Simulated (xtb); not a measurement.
# AlHSF2 (SMILES [F][Al]([F])[SH]): GFN2-xTB

Wanted: the harmonic vibrations of AlHSF2. 

The calculation is run with xtb 6.7.1.

7 further runs of the same task are left out: 7 set aside as unsound or not needed.

### Step 1. The system as given

The species is AlHSF2 (5 atoms), meant as a singlet with charge 0. SMILES: `[F][Al]([F])[SH]`. The shape was relaxed beforehand at GFN2-xTB.

Bond lengths: F1–Al2 1.648 Å, Al2–F3 1.642 Å, Al2–S4 2.172 Å, S4–H5 1.331 Å. Angles: F1–Al2–F3 117.3°, F1–Al2–S4 118.2°, F3–Al2–S4 124.6°, Al2–S4–H5 90.8°.

### Step 2. The harmonic vibrations at GFN2-xTB

.CHRG

```
0
```

.UHF

```
0
```

xtb.inp

```
$hess
   step=0.0002
$end
```

struc.xyz

```xyz
5

F      0.86945100     0.39248600     1.46449700
Al     0.32987300    -0.48955500     0.18140700
F      0.85903400    -2.03905600     0.05760300
S     -1.02341400     0.46610600    -1.22365000
H     -0.98494500     1.59631800    -0.52115600
```

Command:

```sh
xtb struc.xyz --gfn 2 --input xtb.inp --hess > struc.out
```

What values should one expect? Wanted: total energy; dipole moment; HOMO energy; LUMO energy; HOMO–LUMO gap; dispersion energy; mean polarisability; lowest harmonic wavenumber; highest harmonic wavenumber.

Computed results:

At GFN2-xTB:

| quantity | value |
| --- | --- |
| total energy | -14.49200 Eh |
| dipole moment | 1.74 D |
| HOMO energy | -11.62 eV |
| LUMO energy | -8.05 eV |
| HOMO–LUMO gap | 3.57 eV |
| dispersion energy | -5.92 kJ/mol |
| mean polarisability (D4 model) | 56.1 bohr³ |
| lowest harmonic wavenumber | 122 cm⁻¹ |
| highest harmonic wavenumber | 2387 cm⁻¹ |
| zero-point energy | 34.6 kJ/mol |

In words: All 9 modes are real, so the shape is a minimum at this level. Mulliken charges run from -0.26 on F1 to +0.51 on Al2.
